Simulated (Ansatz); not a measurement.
# C3H6BrF: small, medium and large basis sets

The task here is to estimate one member of a computed series from the others.

Method: one geometry, several basis sets; program: Ansatz 0.2.0, Gaussian basis.

Plan: PBE0-D4/def2-SVP; ωB97M-V/def2-SVP; PBE0-D4/def2-QZVPP; ωB97M-V/def2-QZVPP; the functionals' def2-TZVPP values are taken from earlier runs.

**The geometry**

An earlier PBE0-D4 in a triple-zeta def2 set relaxation fixed the geometry.

SMILES `CC(F)CBr`, 11 atoms, charge 0, spin multiplicity 1.

Atoms are counted from 1 here; the program's logs count them from 0.

Bond lengths: C1–C2 1.511 Å, C1–H6 1.092 Å, C1–H7 1.091 Å, C1–H8 1.092 Å, C2–F3 1.385 Å, C2–C4 1.507 Å, C2–H9 1.095 Å, C4–Br5 1.938 Å, C4–H10 1.088 Å, C4–H11 1.089 Å. Angles: C2–C1–H6 110.6°, C2–C1–H7 109.7°, C2–C1–H8 110.7°, H6–C1–H7 108.4°, H6–C1–H8 108.8°, H7–C1–H8 108.5°, C1–C2–F3 108.6°, C1–C2–C4 111.5°, C1–C2–H9 110.8°, F3–C2–C4 109.0°, F3–C2–H9 106.9°, C4–C2–H9 110.0°, C2–C4–Br5 112.4°, C2–C4–H10 110.6°, C2–C4–H11 110.7°, Br5–C4–H10 106.4°, Br5–C4–H11 106.6°, H10–C4–H11 109.8°.

Coordinates:

```mol
C3H6BrF
  3D, bonds by distance, orders not assigned

 11 10  0  0  0  0  0  0  0  0999 V2000
   -0.8081   -0.4351    0.9863 C   0  0
    0.2339    0.4151    0.2980 C   0  0
    1.4313    0.2884    0.9826 F   0  0
    0.4397   -0.0137   -1.1316 C   0  0
    1.6486    1.1603   -2.0892 Br  0  0
   -1.7855   -0.2997    0.5189 H   0  0
   -0.8848   -0.1454    2.0351 H   0  0
   -0.5383   -1.4924    0.9375 H   0  0
   -0.0425    1.4739    0.3347 H   0  0
   -0.5025    0.0033   -1.6763 H   0  0
    0.8737   -1.0115   -1.1756 H   0  0
  1  2  8  0
  2  3  8  0
  2  4  8  0
  4  5  8  0
  1  6  8  0
  1  7  8  0
  1  8  8  0
  2  9  8  0
  4 10  8  0
  4 11  8  0
M  END
```

Set-up of the first run:

in.yaml

```yaml
crystal:
  periodic: [false, false, false]
  atoms:
    - {symbol: C, position_ang: [-0.808133, -0.435131, 0.986342]}
    - {symbol: C, position_ang: [0.233910, 0.415112, 0.298041]}
    - {symbol: F, position_ang: [1.431288, 0.288426, 0.982622]}
    - {symbol: C, position_ang: [0.439651, -0.013692, -1.131577]}
    - {symbol: Br, position_ang: [1.648590, 1.160309, -2.089202]}
    - {symbol: H, position_ang: [-1.785534, -0.299709, 0.518946]}
    - {symbol: H, position_ang: [-0.884834, -0.145430, 2.035103]}
    - {symbol: H, position_ang: [-0.538308, -1.492417, 0.937528]}
    - {symbol: H, position_ang: [-0.042494, 1.473920, 0.334666]}
    - {symbol: H, position_ang: [-0.502489, 0.003327, -1.676315]}
    - {symbol: H, position_ang: [0.873652, -1.011514, -1.175553]}
basis:
  gaussian: {orbitals: def2-SVP}
hamiltonian: {xc: pbe0, dispersion: d4}
output: {orbitals: {seedname: orbitals}}
```

The run is started by

```console
$ ansatz run in.yaml --threads 4 --pin off --events-out ev --progress --plain --max-ram 10444MiB
```

Steps of the session up to this table: PBE0-D4 in def2-SVP; ωB97M-V in def2-SVP; PBE0-D4 in def2-QZVPP; ωB97M-V in def2-QZVPP.

One of the session's tables, all rows but one given; the rest of the session is left out.

It belongs to the step «Functionals by basis». 

```
functional       basis  HOMO (eV)  LUMO (eV)
   PBE0-D4    def2-SVP      -7.82       0.26
   PBE0-D4  def2-TZVPP      -7.97      -0.01
   PBE0-D4  def2-QZVPP      -7.99      -0.17
   ωB97M-V    def2-SVP     -10.08       2.37
   ωB97M-V  def2-TZVPP          ?          ?
   ωB97M-V  def2-QZVPP     -10.27       1.48
```

Q: Estimate the row for ωB97M-V, def2-TZVPP from the others.

As computed: HOMO (eV): -10.25; LUMO (eV): 1.92. In the column «HOMO (eV)» it lies between ωB97M-V, def2-QZVPP (-10.27) and ωB97M-V, def2-SVP (-10.08).
